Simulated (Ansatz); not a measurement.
# CuN2+ (singlet): wave-function methods side by side, def2-SVP

The task here is to estimate one member of a computed series from the others.

The runs use Ansatz 0.2.0, Gaussian basis; def2-SVP, core rule «outside noble gas», up to 11 orbitals frozen.

To be run: UHF; CCSD(T) on RHF; CISD; CCSDT(Q) on RHF.

11 further runs of the same task are left out: 8 for a known fault of the program, 3 set aside as unsound or not needed.

## What is computed

The geometry is a PBE0/def2-TZVP stationary point (not a proven minimum) of the parent state, kept for this charge and spin.

3 atoms, charge 1, spin multiplicity 1.

Atoms are counted from 1 here; the program's logs count them from 0.

Bond lengths: Cu1–N2 2.170 Å, N2–N3 1.089 Å. Angles: Cu1–N2–N3 180.0°.

The first run:

Contents of in.yaml:

```yaml
crystal:
  periodic: [false, false, false]
  atoms:
    - {symbol: Cu, position_ang: [0.000000, 0.000000, 1.809300]}
    - {symbol: N, position_ang: [0.000000, 0.000000, -0.360400]}
    - {symbol: N, position_ang: [0.000000, 0.000000, -1.448900]}
basis:
  gaussian: {orbitals: def2-SVP}
total_charge: 1
magnetization: {spin_polarized: true, initial_magnetization: 0}
hamiltonian: {xc: hf}
output: {orbitals: {seedname: orbitals}}
```

Run with:

```
$ ansatz run in.yaml --threads 1 --pin off --events-out ev --progress --plain --max-ram 4096MiB --backend cpu
```

Steps of the session up to this table: UHF; CCSD(T) on RHF; CISD; CCSDT(Q) on RHF.

One of the session's tables, all rows but one given; the rest of the session is left out.

| method | from RCCSDT(Q) (meV) |
| --- | --- |
| RHF | +15756.4 |
| RMP2 | ? |
| CISD | +2193.0 |
| RCCSD | +600.1 |
| RCCSD(T) | -14.8 |
| RCCSDT | +3.7 |
| RCCSDT(Q) | 0 |

Q: Estimate the row for RMP2 from the others.

The run gave: from RCCSDT(Q) (meV): -200.4. In the column «from RCCSDT(Q) (meV)» it is the lowest.
